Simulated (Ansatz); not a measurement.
This script for Ansatz 0.2.0 through its Python package starts 5 runs on AlBGeH₄, SMILES [BH]1[AlH][GeH2]1. What input does the engine get in each?

`relaxed_scan_albgeh4.py`
```python
"""One bond of AlBGeH4 held at set lengths while the rest relaxes."""

import ansatz as az
import numpy as np

GEOMETRY = """
B    -1.06570   -0.72440   -0.20190
Al    0.45960    0.42450   -1.26620
Ge    0.34830    0.13610    0.93730
H    -2.04130   -1.29150   -0.28410
H     1.15100    0.99550   -2.60570
H    -0.12330    1.33840    1.80830
H     1.33270   -0.94660    1.56650
"""

mol = az.Crystal.molecule()
for line in GEOMETRY.strip().splitlines():
    symbol, *xyz = line.split()
    mol = mol.atom(symbol, [float(v) for v in xyz])

model = mol.calculation().basis(gaussian="def2-SVP").functional("pbe0")
symbols = [site.symbol for site in mol.cartesian_sites]
pairs = [(0, 1), (0, 2), (0, 3), (1, 2), (1, 4), (2, 5)]
print("held (A)   E (eV)        ", "  ".join(f"{symbols[i]}{i}-{symbols[j]}{j}" for i, j in pairs))
for length in [1.43, 1.56, 1.68, 1.87, 2.1]:
    r = model.relax(constraints=[az.DistanceConstraint((2, 5), at=length)], force_tolerance=0.02, max_steps=60).run(threads=1, backend="cpu").report
    xyz = np.array(r["positions_ang"])
    print(f"{length:6.2f} {r['free_energy_ev']:14.5f}  ", "  ".join(f"{np.linalg.norm(xyz[i] - xyz[j]):.3f}" for i, j in pairs))
```

Run 1:
```yaml
crystal:
  periodic: [false, false, false]
  atoms:
    - { symbol: B, position_ang: [-1.0657, -0.7244, -0.2019] }
    - { symbol: Al, position_ang: [0.4596, 0.4245, -1.2662] }
    - { symbol: Ge, position_ang: [0.3483, 0.1361, 0.9373] }
    - { symbol: H, position_ang: [-2.0413, -1.2915, -0.2841] }
    - { symbol: H, position_ang: [1.151, 0.9955, -2.6057] }
    - { symbol: H, position_ang: [-0.1233, 1.3384, 1.8083] }
    - { symbol: H, position_ang: [1.3327, -0.9466, 1.5665] }
basis:
  gaussian:
    orbitals: def2-SVP
hamiltonian:
  xc: pbe0
relax:
  f_tol: 0.02
  max_steps: 60
  constraints:
    - { distance: [2, 5], at: 1.43 }
```

Run 2, against run 1:
```diff
-    - { distance: [2, 5], at: 1.43 }
+    - { distance: [2, 5], at: 1.56 }
```

Run 3, against run 1:
```diff
-    - { distance: [2, 5], at: 1.43 }
+    - { distance: [2, 5], at: 1.68 }
```

Run 4, against run 1:
```diff
-    - { distance: [2, 5], at: 1.43 }
+    - { distance: [2, 5], at: 1.87 }
```

Run 5, against run 1:
```diff
-    - { distance: [2, 5], at: 1.43 }
+    - { distance: [2, 5], at: 2.1 }
```

```console
$ python relaxed_scan_albgeh4.py
held (A)   E (eV)         B0-Al1  B0-Ge2  B0-H3  Al1-Ge2  Al1-H4  Ge2-H5
DeckWarning: relax.constraints: the input's atoms, or those drawn, lie off the distances that are held; a relaxation that starts there is brought onto them ahead of its first SCF, by positions alone, [...]
  1.43   -63833.43802   2.004  1.920  1.199  2.502  1.585  1.430
  1.56   -63833.54811   2.005  1.922  1.199  2.500  1.584  1.560
  1.68   -63833.41851   2.007  1.924  1.199  2.498  1.583  1.680
  1.87   -63833.42506   2.012  1.916  1.199  2.520  1.584  1.870
  2.10   -63833.41090   2.183  1.948  1.203  2.330  1.588  2.100
```
(Warnings from the package without file and line, shortened, repeats left out.)

Reading the output:
- Total energies depend on the basis set; only differences at equal settings carry meaning.
- The energies are electronic: no zero-point or thermal terms, and the basis set is short of its limit.
- Timing: 6.3 min on 1 thread of Arm Neoverse V1, with other jobs on the host, peak memory 0.25 GiB.
